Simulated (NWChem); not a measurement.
# singlet SnSiH5O− at 4 levels

Wanted: a comparison of 4 runs (HF/def2-SVPD, PBE/def2-SVPD, SVWN5/def2-SVPD, MP2/def2-SVPD) of singlet SnSiH5O−. 

Program for the calculation: NWChem 7.3.0.

## 1. The system as given

The species is SnSiH5O− (8 atoms), meant as a singlet with charge -1. As SMILES of the parent species, `[SiH3][O][SnH2]`. The coordinates come from a PBE0-D4/def2-TZVP relaxation. This is one conformer, not always the lowest. That shape belongs to the parent species and isn't relaxed for this state.

Bond lengths: Si1–O2 1.631 Å, O2–Sn3 1.970 Å, Si1–H4 1.493 Å, Si1–H5 1.487 Å, Si1–H6 1.489 Å, Sn3–H7 1.723 Å, Sn3–H8 1.730 Å. Angles: Si1–O2–Sn3 136.4°, O2–Si1–H4 111.2°, O2–Si1–H5 109.2°, O2–Si1–H6 111.0°, O2–Sn3–H7 102.4°, O2–Sn3–H8 105.0°, H4–Si1–H5 108.7°, H4–Si1–H6 107.9°, H5–Si1–H6 108.8°, H7–Sn3–H8 112.5°.

## 2. The energy at HF/def2-SVPD (core potential) (run 1)

The input, h5osisn.nw:

```
start h5osisn
title "H5OSiSn"
memory total 2200 mb
charge -1

geometry units angstroms noautosym nocenter noautoz
 Si    -0.737900     1.075100    -0.480800
 O      0.586900     0.306200     0.078800
 Sn     0.956500    -1.332100     1.108000
 H     -1.877900     0.127700    -0.658800
 H     -0.424600     1.696400    -1.794600
 H     -1.173500     2.142300     0.461900
 H      2.665400    -1.489100     0.950500
 H      0.097400    -2.583700     0.279200
end

basis spherical bse
 Si library def2-SVPD
 O library def2-SVPD
 Sn library def2-SVPD
 H library def2-SVPD
end

ecp bse
 Sn library def2-SVPD
end

scf
 nopen 0
 rhf
 thresh 1e-08
 maxiter 80
end

task scf energy
```

The run is started by

```console
$ nwchem h5osisn.nw > h5osisn.out
```

Output:

```text
[...]
  functions       =   119
[...]
  wavefunction    = RHF
[...]
         Total SCF energy =   -579.941922584371
      One-electron energy =  -1256.634560191947
      Two-electron energy =    494.322072332492
 Nuclear repulsion energy =    182.370565275084
        Time for solution =     24.4s
[...]
```

It took 26 s on 1 thread of Intel Xeon 6975P-C (Granite Rapids), shared host; peak memory 0.1 GiB.

## 3. The energy at PBE/def2-SVPD (core potential) (run 2)

The input, run.xyz:

```xyz
8

Si    -0.737900     1.075100    -0.480800
O      0.586900     0.306200     0.078800
Sn     0.956500    -1.332100     1.108000
H     -1.877900     0.127700    -0.658800
H     -0.424600     1.696400    -1.794600
H     -1.173500     2.142300     0.461900
H      2.665400    -1.489100     0.950500
H      0.097400    -2.583700     0.279200
```

The input, run.nw:

```
START run
memory total 2200 mb
charge -1

GEOMETRY units angstrom noautosym nocenter noautoz
 load run.xyz
END

BASIS spherical bse
 Si library def2-SVPD
 O library def2-SVPD
 Sn library def2-SVPD
 H library def2-SVPD
END

ECP bse
 Sn library def2-SVPD
END

DFT
 xc xpbe96 cpbe96
 grid fine
 convergence energy 1e-08
 iterations 100
 mulliken
 print low
END

TASK dft energy
```

The run is started by

```console
$ nwchem run.nw > run.out
```

Output:

```text
[...]
 d= 0,ls=0.0,diis     1   -581.5618374431 -7.64D+02  2.52D-02  7.64D-01     3.1
[...]
 d= 0,ls=0.0,diis    11   -581.6749203392 -1.55D-09  2.78D-07  5.28D-10    28.0
         Total DFT energy =     -581.674920339241
      One electron energy =    -1256.885673838890
           Coulomb energy =      542.207737190724
    Exchange-Corr. energy =      -49.367548966159
 Nuclear repulsion energy =      182.370565275084
[...]
      Total Density - Mulliken Population Analysis
     ---------------------------------------------
    Atom       Charge   Shell Charges
 -----------   ------   -------------------------------------------------------
    1 Si  14    14.26   2.00  1.98  1.07  0.30  0.03  5.92  1.29  1.18  0.31  0.18
    2 O    8     8.84   1.99  1.08  0.72  0.03  2.86  1.87  0.29  0.01 -0.00
    3 Sn  22    22.29   0.43  1.60  1.22  0.24  0.13  2.76  3.25  1.35  1.12  9.68  0.44  0.07
    4 H    1     0.88   0.75  0.11  0.01  0.00
    5 H    1     0.85   0.76  0.09  0.01 -0.00
    6 H    1     0.87   0.76  0.11  0.01  0.00
    7 H    1     1.00   0.71  0.23  0.01  0.05
    8 H    1     1.01   0.71  0.24  0.01  0.05
[...]
```

It took 29 s on 1 thread of Intel Xeon 6975P-C (Granite Rapids), shared host; peak memory 0.12 GiB.

Run 3 isn't shown in full; the table further down has it.

## 4. The energy at MP2/def2-SVPD (core potential) (run 4)

The input, run.nw:

```
start run
memory stack 880 mb heap 220 mb global 1100 mb
charge -1

geometry units angstroms noautosym nocenter noautoz
 Si    -0.737900     1.075100    -0.480800
 O      0.586900     0.306200     0.078800
 Sn     0.956500    -1.332100     1.108000
 H     -1.877900     0.127700    -0.658800
 H     -0.424600     1.696400    -1.794600
 H     -1.173500     2.142300     0.461900
 H      2.665400    -1.489100     0.950500
 H      0.097400    -2.583700     0.279200
end

basis spherical bse
 * library def2-SVPD
end

ecp bse
 Sn library def2-SVPD
end

scf
 singlet
 rhf
 thresh 1e-08
 maxiter 80
 print medium
end

mp2
 freeze core 10
 tight
end

task mp2 energy
```

The run is started by

```console
$ nwchem run.nw > run.out
```

Output:

```text
[...]
  functions       =   119
[...]
  wavefunction    = RHF
[...]
         Total SCF energy =   -579.941922584371
      One-electron energy =  -1256.634560191947
      Two-electron energy =    494.322072332492
 Nuclear repulsion energy =    182.370565275084
        Time for solution =     24.5s
[...]
          Total MP2 energy          -580.379869538755
[...]
```

Run time: 30 s. Hardware: 1 thread of Intel Xeon 6975P-C (Granite Rapids), shared host; peak memory 0.47 GiB.

## 5. Overview of the runs

| run | level | iteration cap | module | energy (Eh) | HOMO energy (eV) | LUMO energy (eV) | HOMO–LUMO gap (eV) | wall time |
| --- | --- | --- | --- | --- | --- | --- | --- | --- |
| 1 | HF/def2-SVPD (core potential) | 80 | scf | -579.941923 | -1.45 | 5.56 | 7.01 | 26 s |
| 2 | PBE/def2-SVPD (core potential) | 100 | dft | -581.674920 | – | – | – | 29 s |
| 3 | SVWN5/def2-SVPD (core potential) | 100 | dft | -579.855073 | 0.99 | 2.87 | 1.88 | 19 s |
| 4 | MP2/def2-SVPD (core potential) | 80 | mp2 | -580.379870 | -1.45 | 5.56 | 7.01 | 30 s |

## 6. Results

```
                                                    quantity          value
                                         run 4: total energy  -580.37987 Eh
                  run 4: HOMO energy (Hartree–Fock orbitals)       -1.45 eV
                  run 4: LUMO energy (Hartree–Fock orbitals)        5.56 eV
run 4: HOMO–LUMO gap (to an unbound level, set by the basis)        7.01 eV
         run 4: correlation energy (10 core orbitals frozen)     -437.9 mEh
```

In words: Totals of different functionals can't be ranked against each other. In run 3 the HOMO lies above zero, from self-interaction, a short basis or an electron that isn't bound. All runs together took 1.7 min, the longest 30 s.
